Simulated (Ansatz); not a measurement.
**AlClGaH₅OSi: up Jacob's ladder to CCSD(T)**

Aim: compute AlClGaH₅OSi with functionals from several rungs and with coupled cluster, and see how far each lands from CCSD(T) at the basis-set limit for the atomisation energy.

Method: functionals in def2-TZVPP, the program's frozen cores in correlated methods; program: Ansatz 0.2.0, Gaussian basis.

The runs, in order: LDA (SPW92), PBE-D4, revPBE-D4, BLYP-D4, r2SCAN-D4, B97M-V, PBE0-D4, B3LYP-D4, r2SCANh-D4, r2SCAN0-D4, HSE06-D4, BHLYP-D4, CAM-B3LYP-D4, LC-ωPBE, ωB97X-V, ωB97M-V, B2PLYP, PBE-QIDH; CCSD(T)/def2-SVP; CCSD(T)/def2-TZVPP; MP2/def2-QZVPP; extrapolation to the limit; RPA on PBE.

## Step 1: Structure used throughout

All runs share one geometry, relaxed beforehand with PBE0-D4 in a triple-zeta def2 set.

SMILES `[SiH3][O][Al]([Cl])[GaH2]`, 10 atoms, charge 0, spin multiplicity 1.

Atoms are counted from 1 here; the program's logs count them from 0.

Bond lengths: Si1–O2 1.630 Å, Si1–H6 1.487 Å, Si1–H7 1.487 Å, Si1–H8 1.486 Å, O2–Al3 1.681 Å, Al3–Cl4 2.107 Å, Al3–Ga5 2.498 Å, Ga5–H9 1.573 Å, Ga5–H10 1.573 Å. Angles: O2–Si1–H6 110.3°, O2–Si1–H7 110.4°, O2–Si1–H8 109.3°, H6–Si1–H7 109.0°, H6–Si1–H8 109.0°, H7–Si1–H8 108.9°, Si1–O2–Al3 160.9°, O2–Al3–Cl4 117.2°, O2–Al3–Ga5 122.0°, Cl4–Al3–Ga5 120.8°, Al3–Ga5–H9 121.5°, Al3–Ga5–H10 121.4°, H9–Ga5–H10 117.1°.

## Step 2: LDA

This LDA is Slater exchange with PW92 correlation.

in.yaml

```yaml
crystal:
  periodic: [false, false, false]
  atoms:
    - {symbol: Si, position_ang: [1.142280, -1.528190, 1.394421]}
    - {symbol: O, position_ang: [0.335884, -0.522416, 0.396400]}
    - {symbol: Al, position_ang: [-0.606440, 0.028326, -0.881470]}
    - {symbol: Cl, position_ang: [-1.346389, -1.416794, -2.224825]}
    - {symbol: Ga, position_ang: [-1.122632, 2.452207, -1.198596]}
    - {symbol: H, position_ang: [2.252685, -2.196009, 0.665376]}
    - {symbol: H, position_ang: [0.225469, -2.566136, 1.935554]}
    - {symbol: H, position_ang: [1.707653, -0.747022, 2.525638]}
    - {symbol: H, position_ang: [-2.400658, 3.110459, -0.559056]}
    - {symbol: H, position_ang: [-0.187820, 3.385574, -2.053432]}
basis:
  gaussian: {orbitals: def2-TZVPP}
hamiltonian: {xc: lda}
output: {orbitals: {seedname: orbitals}}
```

The runs that follow: PBE-D4 (GGA); revPBE-D4 (GGA); BLYP-D4 (GGA); r2SCAN-D4 (meta-GGA); B97M-V (meta-GGA); PBE0-D4 (hybrid); B3LYP-D4 (hybrid); r2SCANh-D4 (hybrid); r2SCAN0-D4 (hybrid); HSE06-D4 (hybrid); BHLYP-D4 (hybrid); CAM-B3LYP-D4 (range-separated); LC-ωPBE (range-separated); ωB97X-V (range-separated); ωB97M-V (range-separated); B2PLYP (double hybrid); PBE-QIDH (double hybrid); CCSD(T) in def2-SVP; CCSD(T) in def2-TZVPP; MP2 in def2-QZVPP; RPA on PBE orbitals.

Q: Predict the results of all the runs planned. Wanted: atomisation energy, CCSD(T)/CBS; farthest beyond LDA; mean size of error, GGA; mean size of error, meta-GGA; mean size of error, hybrid; mean size of error, range-separated; mean size of error, double hybrid; gap, smallest and largest; T1 diagnostic.

**Answer**, as computed:

| quantity | value |
| --- | --- |
| atomisation energy, CCSD(T)/CBS | 3063.9 kJ/mol |
| functionals within 30.6 kJ/mol (1.0 %) | r2SCAN-D4, B97M-V, r2SCANh-D4, CAM-B3LYP-D4, ωB97X-V, ωB97M-V |
| farthest beyond LDA | revPBE-D4 (-121.7 kJ/mol) |
| mean size of error, GGA | 87.5 kJ/mol |
| mean size of error, meta-GGA | 10.9 kJ/mol |
| mean size of error, hybrid | 59.8 kJ/mol |
| mean size of error, range-separated | 23.6 kJ/mol |
| mean size of error, double hybrid | 59.5 kJ/mol |
| gap, smallest and largest | 3.20 eV (LDA (SPW92)), 9.82 eV (LC-ωPBE) |
| T1 diagnostic | 0.0125 |
| triples share of the correlation energy | 3.6 % |

What this shows: LDA overbinds by 314.6 kJ/mol (10 %). PBE-D4 misses by -56.9 kJ/mol. Double hybrids carry the basis error of their MP2 part in triple zeta, and no dispersion term here, so their miss is partly the set-up's. The rungs meta-GGA, range-separated miss on average by less than the doubt on the reference (30.6 kJ/mol), so they tie. Misses under about 30.6 kJ/mol are within the doubt on the reference itself, which lacks core-valence correlation, relativity and higher excitations, and its outer-core shells are covered unevenly. Hartree-Fock recovers 75 % of the binding; the rest is correlation. CCSD(T) in def2-SVP is off by -229.8 kJ/mol, so the small basis spoils what the method gains. The gap grows from 3.2 to 9.8 eV across the functionals, mostly with the share of exact exchange. Correlated methods include outer-core shells of Ga, which these sets cover unevenly.
